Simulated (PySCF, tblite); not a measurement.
# C₇H₁₀O: a rotation path, then NMR shifts on frames, part 2 of 2

tblite 0.8.0 and PySCF 2.14.0. Atoms count from 0.

**5. Shielding tensors: image 4, PBE0/pcSseg-1**

Job settings and geometry (Å):

```
{"job": {"kind": "nmr", "xc": "PBE0", "basis": "pcSseg-1", "pop": false}, "charge": 0, "multiplicity": 1}
C     -2.942500    -0.051400    -0.183600
C     -1.472900    -0.364600     0.051800
O     -0.753700    -0.035400    -1.119200
C      0.647400    -0.232800    -1.075200
C      1.473400     1.010400    -1.307700
C      2.455800     1.065500    -0.404500
C      2.330900    -0.053100     0.513300
C      1.276400    -0.798700     0.169200
H     -3.082500     1.012000    -0.352700
H     -3.297700    -0.591900    -1.056500
H     -3.522200    -0.356000     0.683900
H     -1.090600     0.205900     0.911000
H     -1.365900    -1.436500     0.273700
H      0.892200    -0.926800    -1.903200
H      1.278100     1.683000    -2.120700
H      3.233300     1.805800    -0.337500
H      2.998900    -0.230700     1.337400
H      0.933100    -1.698300     0.643900
```

With the program's defaults for keys left out, this is: GIAO PBE0/pcSseg-1 NMR shielding, non-relativistic, gas phase.

Standard output:

```text
coarse grid: 14888 points
cycle   1  E = -347.3294160356  dE =  1.204e+00  |g| = 6.071e-01  |ddm| = 3.758e+00
cycle   2  E = -347.2857781332  dE =  4.364e-02  |g| = 7.949e-01  |ddm| = 1.302e+00
cycle   3  E = -347.4060904953  dE = -1.203e-01  |g| = 1.041e-01  |ddm| = 8.339e-01
cycle   4  E = -347.4079808392  dE = -1.890e-03  |g| = 3.543e-02  |ddm| = 1.062e-01
cycle   5  E = -347.4082571106  dE = -2.763e-04  |g| = 7.178e-03  |ddm| = 3.512e-02
cycle   6  E = -347.4082643936  dE = -7.283e-06  |g| = 4.537e-03  |ddm| = 9.636e-03
cycle   7  E = -347.4082695958  dE = -5.202e-06  |g| = 3.557e-04  |ddm| = 3.867e-03
final grid: 143384 points
cycle   8  E = -347.4685261942  dE = -4.439e-05  |g| = 1.185e-02  |ddm| = 4.160e-02
cycle   9  E = -347.4685022109  dE =  2.398e-05  |g| = 1.666e-02  |ddm| = 2.016e-02
cycle  10  E = -347.4685548864  dE = -5.268e-05  |g| = 1.618e-03  |ddm| = 1.253e-02
cycle  11  E = -347.4685554515  dE = -5.652e-07  |g| = 2.175e-04  |ddm| = 1.787e-03
cycle  12  E = -347.4685554585  dE = -6.945e-09  |g| = 1.224e-04  |ddm| = 2.886e-04
cycle  13  E = -347.4685554619  dE = -3.411e-09  |g| = 4.732e-05  |ddm| = 1.348e-04
cycle  14  E = -347.4685554624  dE = -5.581e-10  |g| = 6.091e-06  |ddm| = 4.640e-05
converged SCF energy = -347.4685554624

GIAO shielding tensors (ppm)
atom      isotropic    diamagn.    paramagn.     s11        s22        s33       span
  0 C      167.866     245.330     -77.465    151.700    165.716    186.181     34.481
  1 C      116.749     247.247    -130.498     82.717    108.031    159.499     76.781
  2 O      302.005     397.102     -95.097    236.164    314.862    354.989    118.825
  3 C       96.258     239.836    -143.578     69.370     92.541    126.863     57.493
  4 C       36.353     254.887    -218.535    -72.000     31.550    149.508    221.508
  5 C       51.010     255.182    -204.172    -54.666     57.265    150.430    205.096
  6 C       46.509     254.487    -207.979    -59.802     52.106    147.222    207.024
  7 C       45.831     256.286    -210.455    -62.391     39.069    160.814    223.204
  8 H       30.362      29.002       1.360     26.360     28.778     35.947      9.587
  9 H       30.328      28.243       2.084     26.647     28.493     35.844      9.197
 10 H       30.799      27.768       3.032     26.754     28.064     37.580     10.825
 11 H       28.181      32.717      -4.535     22.490     29.584     32.470      9.981
 12 H       27.693      32.473      -4.780     22.307     28.688     32.084      9.776
 13 H       26.444      28.363      -1.919     22.585     25.035     31.713      9.127
 14 H       24.859      31.505      -6.646     21.596     26.353     26.626      5.030
 15 H       25.279      30.842      -5.563     23.656     24.433     27.748      4.093
 16 H       25.126      31.752      -6.626     23.258     24.193     27.927      4.669
 17 H       24.812      33.237      -8.425     21.565     25.325     27.546      5.981
```

Wall time 20 s (1 thread of INTEL XEON PLATINUM 8581C at 2.30GHz, shared host); peak memory 0.92 GiB.

Key values: δ C4 150.6, C7 141.1, C6 140.4, C5 135.9, H17 6.90, H14 6.86 ppm.

**6. Shielding tensors: image 6, PBE0/pcSseg-1**

Job settings and geometry (Å):

```
{"job": {"kind": "nmr", "xc": "PBE0", "basis": "pcSseg-1", "pop": false}, "charge": 0, "multiplicity": 1}
C     -2.887500    -0.070200    -0.175300
C     -1.385300    -0.147800     0.047800
O     -0.751900    -0.328800    -1.206400
C      0.656600    -0.315100    -1.166800
C      1.349900     1.029100    -1.184900
C      2.302200     1.046600    -0.248600
C      2.271000    -0.199300     0.499900
C      1.320600    -0.995400     0.002600
H     -3.150400     0.840200    -0.705500
H     -3.210600    -0.922100    -0.767400
H     -3.401500    -0.087100     0.782100
H     -1.015000     0.763500     0.537900
H     -1.158600    -1.001100     0.702800
H      0.959500    -0.836900    -2.089600
H      1.119800     1.786700    -1.910200
H      3.004300     1.838300    -0.053900
H      2.925500    -0.415800     1.325500
H      1.042600    -1.978300     0.333500
```

With the program's defaults for keys left out, this is: GIAO PBE0/pcSseg-1 NMR shielding, non-relativistic, gas phase.

Standard output:

```text
coarse grid: 14888 points
cycle   1  E = -347.3375113313  dE =  1.200e+00  |g| = 5.964e-01  |ddm| = 3.746e+00
cycle   2  E = -347.2993812051  dE =  3.813e-02  |g| = 7.701e-01  |ddm| = 1.294e+00
cycle   3  E = -347.4117495264  dE = -1.124e-01  |g| = 1.046e-01  |ddm| = 8.265e-01
cycle   4  E = -347.4136535021  dE = -1.904e-03  |g| = 3.416e-02  |ddm| = 1.090e-01
cycle   5  E = -347.4139116405  dE = -2.581e-04  |g| = 5.603e-03  |ddm| = 3.502e-02
cycle   6  E = -347.4139147107  dE = -3.070e-06  |g| = 4.050e-03  |ddm| = 8.251e-03
cycle   7  E = -347.4139189096  dE = -4.199e-06  |g| = 3.802e-04  |ddm| = 3.653e-03
final grid: 143384 points
cycle   8  E = -347.4735348578  dE = -4.132e-05  |g| = 1.211e-02  |ddm| = 3.978e-02
cycle   9  E = -347.4735079224  dE =  2.694e-05  |g| = 1.732e-02  |ddm| = 2.127e-02
cycle  10  E = -347.4735647191  dE = -5.680e-05  |g| = 1.635e-03  |ddm| = 1.359e-02
cycle  11  E = -347.4735652958  dE = -5.767e-07  |g| = 1.989e-04  |ddm| = 1.797e-03
cycle  12  E = -347.4735653022  dE = -6.414e-09  |g| = 9.885e-05  |ddm| = 2.672e-04
cycle  13  E = -347.4735653042  dE = -1.973e-09  |g| = 4.795e-05  |ddm| = 1.171e-04
cycle  14  E = -347.4735653048  dE = -5.870e-10  |g| = 5.878e-06  |ddm| = 4.738e-05
converged SCF energy = -347.4735653048

GIAO shielding tensors (ppm)
atom      isotropic    diamagn.    paramagn.     s11        s22        s33       span
  0 C      168.540     246.004     -77.464    152.267    166.555    186.798     34.531
  1 C      121.113     247.565    -126.452     86.900    107.839    168.599     81.699
  2 O      290.035     396.650    -106.615    243.680    287.845    338.580     94.900
  3 C       96.688     240.993    -144.305     70.995     93.872    125.197     54.203
  4 C       39.970     255.232    -215.262    -59.237     30.415    148.732    207.970
  5 C       48.763     254.674    -205.911    -59.732     56.549    149.470    209.202
  6 C       47.534     253.881    -206.347    -60.324     53.937    148.989    209.313
  7 C       41.028     256.429    -215.401    -65.156     30.399    157.841    222.997
  8 H       30.385      28.853       1.532     26.212     28.675     36.267     10.055
  9 H       30.319      28.605       1.714     26.541     28.676     35.741      9.200
 10 H       30.830      28.146       2.684     26.708     28.038     37.743     11.034
 11 H       28.476      32.432      -3.956     23.271     29.843     32.314      9.043
 12 H       27.966      32.839      -4.873     22.072     30.003     31.823      9.751
 13 H       26.599      28.595      -1.996     22.708     25.102     31.986      9.278
 14 H       25.076      31.961      -6.884     22.180     26.104     26.945      4.764
 15 H       25.137      30.893      -5.756     23.304     24.278     27.829      4.525
 16 H       25.123      31.482      -6.360     23.239     24.168     27.961      4.722
 17 H       24.912      32.965      -8.053     21.872     25.413     27.451      5.580
```

It took 21 s on 1 thread of INTEL XEON PLATINUM 8581C at 2.30GHz, shared host; peak memory 0.93 GiB.

This run: δ C4 147.0, C7 145.9, C6 139.4, C5 138.2, H17 6.80, H14 6.64 ppm.

**7. Nuclear shieldings: image 8, PBE0/pcSseg-1**

Job settings and geometry (Å):

```
{"job": {"kind": "nmr", "xc": "PBE0", "basis": "pcSseg-1", "pop": false}, "charge": 0, "multiplicity": 1}
C     -2.871300    -0.097900    -0.173200
C     -1.366200     0.034300    -0.008700
O     -0.746500    -0.442200    -1.189500
C      0.655300    -0.352600    -1.172600
C      1.257800     1.025700    -1.043600
C      2.229200     0.999400    -0.127000
C      2.310300    -0.330100     0.457600
C      1.387200    -1.119900    -0.097900
H     -3.210100     0.509900    -1.007900
H     -3.130500    -1.133900    -0.373600
H     -3.372600     0.227900     0.734100
H     -1.088100     1.084600     0.163100
H     -1.022100    -0.551400     0.856600
H      0.963100    -0.764400    -2.146700
H      0.934500     1.852800    -1.647000
H      2.866600     1.816500     0.161300
H      3.017000    -0.601600     1.221600
H      1.177600    -2.150800     0.117000
```

Level: GIAO PBE0/pcSseg-1 NMR shielding, non-relativistic, gas phase.

Standard output:

```text
coarse grid: 14888 points
cycle   1  E = -347.3412324511  dE =  1.204e+00  |g| = 5.931e-01  |ddm| = 3.744e+00
cycle   2  E = -347.3043764924  dE =  3.686e-02  |g| = 7.634e-01  |ddm| = 1.309e+00
cycle   3  E = -347.4147281570  dE = -1.104e-01  |g| = 1.042e-01  |ddm| = 8.389e-01
cycle   4  E = -347.4166123136  dE = -1.884e-03  |g| = 3.383e-02  |ddm| = 1.105e-01
cycle   5  E = -347.4168653920  dE = -2.531e-04  |g| = 5.357e-03  |ddm| = 3.517e-02
cycle   6  E = -347.4168679662  dE = -2.574e-06  |g| = 3.957e-03  |ddm| = 8.018e-03
cycle   7  E = -347.4168719904  dE = -4.024e-06  |g| = 3.598e-04  |ddm| = 3.617e-03
final grid: 143384 points
cycle   8  E = -347.4760832752  dE = -3.856e-05  |g| = 1.211e-02  |ddm| = 4.940e-02
cycle   9  E = -347.4760556444  dE =  2.763e-05  |g| = 1.742e-02  |ddm| = 2.246e-02
cycle  10  E = -347.4761130008  dE = -5.736e-05  |g| = 1.628e-03  |ddm| = 1.418e-02
cycle  11  E = -347.4761135765  dE = -5.757e-07  |g| = 1.839e-04  |ddm| = 1.804e-03
cycle  12  E = -347.4761135813  dE = -4.808e-09  |g| = 1.070e-04  |ddm| = 2.571e-04
cycle  13  E = -347.4761135839  dE = -2.575e-09  |g| = 3.964e-05  |ddm| = 1.184e-04
cycle  14  E = -347.4761135843  dE = -3.967e-10  |g| = 4.997e-06  |ddm| = 3.895e-05
converged SCF energy = -347.4761135843

GIAO shielding tensors (ppm)
atom      isotropic    diamagn.    paramagn.     s11        s22        s33       span
  0 C      168.923     246.403     -77.480    153.178    167.181    186.410     33.232
  1 C      122.830     247.744    -124.914     91.969     99.378    177.143     85.173
  2 O      281.141     396.940    -115.800    248.241    271.708    323.473     75.232
  3 C       95.921     241.753    -145.832     70.046     94.212    123.504     53.458
  4 C       39.516     256.230    -216.714    -60.692     27.746    151.496    212.187
  5 C       47.627     254.130    -206.504    -61.723     55.382    149.222    210.945
  6 C       47.673     253.928    -206.255    -61.407     55.314    149.112    210.519
  7 C       39.478     255.720    -216.242    -60.850     27.405    151.879    212.730
  8 H       30.306      28.763       1.542     26.265     28.618     36.035      9.771
  9 H       30.317      28.920       1.397     26.307     28.666     35.977      9.670
 10 H       30.848      28.267       2.582     26.759     27.945     37.841     11.082
 11 H       28.098      32.397      -4.299     22.887     30.078     31.328      8.442
 12 H       28.075      32.538      -4.463     22.811     30.066     31.349      8.539
 13 H       26.533      28.730      -2.197     22.846     24.935     31.818      8.973
 14 H       25.072      32.490      -7.419     21.899     25.945     27.371      5.472
 15 H       25.112      31.053      -5.940     23.153     24.242     27.941      4.788
 16 H       25.119      31.217      -6.098     23.185     24.242     27.930      4.746
 17 H       25.063      32.587      -7.525     21.880     25.942     27.366      5.486
```

Wall time 21 s (1 thread of INTEL XEON PLATINUM 8581C at 2.30GHz, shared host); peak memory 0.93 GiB.

Key values: δ C7 147.4, C4 147.4, C5 139.3, C6 139.3, H17 6.65, H14 6.65 ppm.

**8. Side by side: NMR shifts**

Shifts (ppm) of some atoms, chosen among heavy atoms and hydrogens apart, with basis size and wall time:

| frame | C4 | C7 | C5 | C1 | H13 | H11 | O2 | functions | time |
| --- | --- | --- | --- | --- | --- | --- | --- | --- | --- |
| image 0 | 146.6 | 142.0 | 137.4 | 70.9 | 4.62 | 3.96 | 55.9 | 186 | 21 s |
| image 2 | 147.9 | 142.1 | 137.3 | 71.5 | 4.96 | 3.82 | 52.2 | 186 | 23 s |
| image 4 | 150.6 | 141.1 | 135.9 | 70.2 | 5.27 | 3.54 | 34.1 | 186 | 20 s |
| image 6 | 147.0 | 145.9 | 138.2 | 65.8 | 5.12 | 3.24 | 46.0 | 186 | 21 s |
| image 8 | 147.4 | 147.4 | 139.3 | 64.1 | 5.18 | 3.62 | 54.9 | 186 | 21 s |

**9. Summary of results**

What follows sums up all 2 parts.

| quantity | value |
| --- | --- |
| lowest and highest image | -0.077 and 0.081 eV |
| 13C shifts against TMS (PBE0/pcSseg-1, image 0) | 146.6, 142.0, 139.5, 137.4, 92.3, 70.9, 18.4 ppm |
| 1H shifts against TMS (PBE0/pcSseg-1, image 0) | 6.95, 6.68, 6.58, 6.46, 4.62, 3.96, 3.65, 1.51, 1.48, 1.04 ppm |
| 17O shifts against H2O (PBE0/pcSseg-1, image 0) | 55.9 ppm |
| range of the shift of O2 | 34.1 to 55.9 ppm |

In words: The band dips 1.8 kcal/mol below its start, so the start is not the lowest point of the turn; from the lowest image the climb to the highest is 3.6 kcal/mol (GFN2-xTB, rough). Shifts at one fixed geometry are not the observed spectrum, which averages over the motion. In the first frame run (image 0): Shielding is most anisotropic at C7 (span 233 ppm, paramagnetic term -210 ppm). In ppm, O2 moves most: its shift spreads over 21.9 ppm, from 34.1 (image 4) to 55.9 (image 0).
